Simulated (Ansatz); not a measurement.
# LaAs: the cost of one run

Computed with Ansatz 0.2.0 (DFT PBEsol, scalar-relativistic, unless a step's input says otherwise).

### 1 The structure to begin with

Symmetry: Fm-3m, No. 225, cubic system. The conventional cell has a = 6.125 Å, b = 6.125 Å, c = 6.125 Å, α = 90.00°, β = 90.00°, γ = 90.00°. Around La (site symmetry m-3m) lie 6 As at 3.06 Å. As (site symmetry m-3m) has 6 La at 3.06 Å as nearest neighbours.

As a file:

```cif
data_structure
_symmetry_space_group_name_H-M 'P 1'
_symmetry_Int_Tables_number 1
_cell_length_a 4.3310
_cell_length_b 4.3310
_cell_length_c 4.3310
_cell_angle_alpha 60.000
_cell_angle_beta 60.000
_cell_angle_gamma 60.000
_cell_volume 57.45
loop_
_atom_site_label
_atom_site_type_symbol
_atom_site_fract_x
_atom_site_fract_y
_atom_site_fract_z
_atom_site_occupancy
La1 La 0.00000 0.00000 0.00000 1
As1 As 0.50000 0.50000 0.50000 1
```

The structure is an experimental refinement, used without relaxation.

Atoms are numbered in the order of the input: La1, As2.

### 2 Volume × 0.94, LAPW

input.yaml reads:

```yaml
crystal:
  lattice:
    - [0.0, 2.9999824579, 2.9999824579]
    - [2.9999824579, 0.0, 2.9999824579]
    - [2.9999824579, 2.9999824579, 0.0]
  atoms:
    - { symbol: La, position: [0.0, 0.0, 0.0] }
    - { symbol: As, position: [0.5, 0.5, 0.5] }
kpoints:
  mp_grid: { grid: [12, 12, 12] }
  band_path:
    path:
      - [0.0, 0.0, 0.0]
      - [0.5, 0.0, 0.5]
      - [0.625, 0.25, 0.625]
      - [0.375, 0.375, 0.75]
      - [0.0, 0.0, 0.0]
      - [0.5, 0.5, 0.5]
      - [0.5, 0.25, 0.75]
      - [0.5, 0.0, 0.5]
    npoints: 5
scf:
  occupations: { method: fermi_dirac, width: 0.05 }
hamiltonian:
  xc: pbesol
  pseudopotentials: { kind: all_electron, lapw: { basis_error: 0.001 } }
output:
  forces: true
  stress: true
  eigenvalues: true
```

Run with:

```bash
$ ansatz run input.yaml --threads 1 --pin off --max-ram 3072MiB --backend cpu --events-out ev --progress --plain --runs-dir out
```

What time and memory should one allow on 1 thread of Arm Neoverse V2, shared host?

About 20 s, with a peak of 0.37 GiB.
